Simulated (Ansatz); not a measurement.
**C2H8SiTe: one species, many methods**

The task here is to estimate one member of a computed series from the others.

The runs use Ansatz 0.2.0, Gaussian basis; functionals in def2-TZVPP, the program's frozen cores in correlated methods.

The runs, in order: LDA (SPW92), PBE-D4, revPBE-D4, BLYP-D4, r2SCAN-D4, B97M-V, PBE0-D4, B3LYP-D4, r2SCANh-D4, r2SCAN0-D4, HSE06-D4, BHLYP-D4, CAM-B3LYP-D4, LC-ωPBE, ωB97X-V, ωB97M-V, B2PLYP, PBE-QIDH; CCSD(T)/def2-SVP; CCSD(T)/def2-TZVPP; MP2/def2-QZVPP; extrapolation to the limit; RPA on PBE.

### The geometry

An earlier PBE0-D4 in a triple-zeta def2 set relaxation fixed the geometry. Te takes the def2 core potential; no spin-orbit term is included.

SMILES `CC[Te][SiH3]`, 12 atoms, charge 0, spin multiplicity 1.

Atoms are counted from 1 here; the program's logs count them from 0.

Bond lengths: C1–C2 1.514 Å, C1–H5 1.092 Å, C1–H6 1.094 Å, C1–H7 1.092 Å, C2–Te3 2.166 Å, C2–H8 1.089 Å, C2–H9 1.090 Å, Te3–Si4 2.482 Å, Si4–H10 1.485 Å, Si4–H11 1.487 Å, Si4–H12 1.487 Å. Angles: C2–C1–H5 111.6°, C2–C1–H6 110.2°, C2–C1–H7 111.6°, H5–C1–H6 107.7°, H5–C1–H7 107.9°, H6–C1–H7 107.7°, C1–C2–Te3 110.5°, C1–C2–H8 111.7°, C1–C2–H9 111.7°, Te3–C2–H8 106.8°, Te3–C2–H9 106.8°, H8–C2–H9 109.0°, C2–Te3–Si4 94.4°, Te3–Si4–H10 106.8°, Te3–Si4–H11 111.2°, Te3–Si4–H12 111.3°, H10–Si4–H11 109.7°, H10–Si4–H12 109.6° and more.

Geometry (Å):

```
C    -0.2359    2.1186    0.7591
C    -0.2664    0.6244    0.5205
Te    0.8461    0.1191   -1.2685
Si    0.4356   -2.3202   -1.0644
H     0.7851    2.4831    0.8929
H    -0.7995    2.3681    1.6631
H    -0.6826    2.6677   -0.0728
H    -1.2825    0.2598    0.3736
H     0.1920    0.0752    1.3422
H     1.1168   -2.9674   -2.2138
H     0.9870   -2.8546    0.2092
H    -1.0186   -2.6289   -1.1069
```

Set-up of the first run:

File in.yaml:

```yaml
crystal:
  periodic: [false, false, false]
  atoms:
    - {symbol: C, position_ang: [-0.235875, 2.118644, 0.759120]}
    - {symbol: C, position_ang: [-0.266407, 0.624370, 0.520461]}
    - {symbol: Te, position_ang: [0.846053, 0.119124, -1.268492]}
    - {symbol: Si, position_ang: [0.435626, -2.320248, -1.064440]}
    - {symbol: H, position_ang: [0.785058, 2.483062, 0.892858]}
    - {symbol: H, position_ang: [-0.799528, 2.368141, 1.663078]}
    - {symbol: H, position_ang: [-0.682630, 2.667704, -0.072756]}
    - {symbol: H, position_ang: [-1.282530, 0.259788, 0.373593]}
    - {symbol: H, position_ang: [0.192001, 0.075172, 1.342213]}
    - {symbol: H, position_ang: [1.116806, -2.967364, -2.213816]}
    - {symbol: H, position_ang: [0.986986, -2.854634, 0.209201]}
    - {symbol: H, position_ang: [-1.018560, -2.628858, -1.106921]}
basis:
  gaussian: {orbitals: def2-TZVPP}
hamiltonian: {xc: lda}
output: {orbitals: {seedname: orbitals}}
```

Steps of the session up to this table: LDA; PBE-D4 (GGA); revPBE-D4 (GGA); BLYP-D4 (GGA); r2SCAN-D4 (meta-GGA); B97M-V (meta-GGA); PBE0-D4 (hybrid); B3LYP-D4 (hybrid); r2SCANh-D4 (hybrid); r2SCAN0-D4 (hybrid); HSE06-D4 (hybrid); BHLYP-D4 (hybrid); CAM-B3LYP-D4 (range-separated); LC-ωPBE-D4 (range-separated; the results give it without D4); ωB97X-V (range-separated); ωB97M-V (range-separated); B2PLYP (double hybrid); PBE-QIDH (double hybrid).

One table of the session follows, with a row left open; its other results are not shown here.

It belongs to the step «Orbital energies across the functionals». 

```
  functional  HOMO (eV)  gap (eV)
 LDA (SPW92)      -5.21      3.48
      PBE-D4          ?         ?
   revPBE-D4      -5.03      3.59
     BLYP-D4      -4.91      3.50
   r2SCAN-D4      -5.30      3.98
      B97M-V      -5.36      3.95
     PBE0-D4      -6.09      5.37
    B3LYP-D4      -5.88      4.95
  r2SCANh-D4      -5.68      4.65
  r2SCAN0-D4      -6.24      5.63
    HSE06-D4      -5.70      4.61
    BHLYP-D4      -6.94      7.08
CAM-B3LYP-D4      -7.29      7.56
     LC-ωPBE      -8.58      9.95
     ωB97X-V      -8.28      9.52
     ωB97M-V      -8.17      9.20
```

**Question.** Estimate the row for PBE-D4.

As computed: HOMO (eV): -5.08; gap (eV): 3.55. In the column «HOMO (eV)» it lies between LDA (SPW92) (-5.21) and revPBE-D4 (-5.03).
